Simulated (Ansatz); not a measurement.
# Fe (Fe, simple cubic): the cost of one run

Program: Ansatz 0.2.0. Level of theory: DFT LDA (PW92), plane waves (420 eV) with PAW, scalar-relativistic; the PAW data stem from PBE, with regenerated cores. These are calculated values, not measurements.

## 1. The starting structure

Symmetry: Pm-3m, No. 221, cubic system. Conventional cell: a = 2.334 Å, b = 2.334 Å, c = 2.334 Å, α = 90.00°, β = 90.00°, γ = 90.00°. Fe (site symmetry m-3m) is surrounded by 6 Fe at 2.33 Å.

As a file:

```xyz
1
Lattice="2.3343 0.0000 0.0000 0.0000 2.3343 0.0000 0.0000 0.0000 2.3343" Properties=species:S:1:pos:R:3 pbc="T T T"
Fe    0.0000    0.0000    0.0000
```

The atoms start with moments of +2.5 μB.

## 2. Relaxing cell and atoms

input.yaml reads:

```yaml
crystal:
  lattice:
    - [2.3342634294, 0.0, 0.0]
    - [0.0, 2.3342634294, 0.0]
    - [0.0, 0.0, 2.3342634294]
  atoms:
    - { symbol: Fe, position: [0.0, 0.0, 0.0], spin: 2.5 }
hamiltonian:
  xc: lda
  pseudopotentials:
    kind: paw
    azcp:
      Fe: "pseudopotentials/Fe.paw.azcp"
basis:
  ecutwfc: 420
  fft_grid_basis: typed
kpoints:
  mp_grid: { grid: [13, 13, 13], shift: [0, 0, 0] }
magnetization:
  spin_polarized: true
scf:
  occupations: { method: fermi_dirac, width: 0.05 }
relax:
  max_steps: 60
  f_tol: 0.01
  cell: {}
output:
  write_density: true
  write_potential: true
  elf: true
  volumetric_format: npy
```

Q: Estimate wall time and peak memory on 2 threads of Arm Neoverse V2, shared host.

About 8.8 s, with a peak of 0.28 GiB.
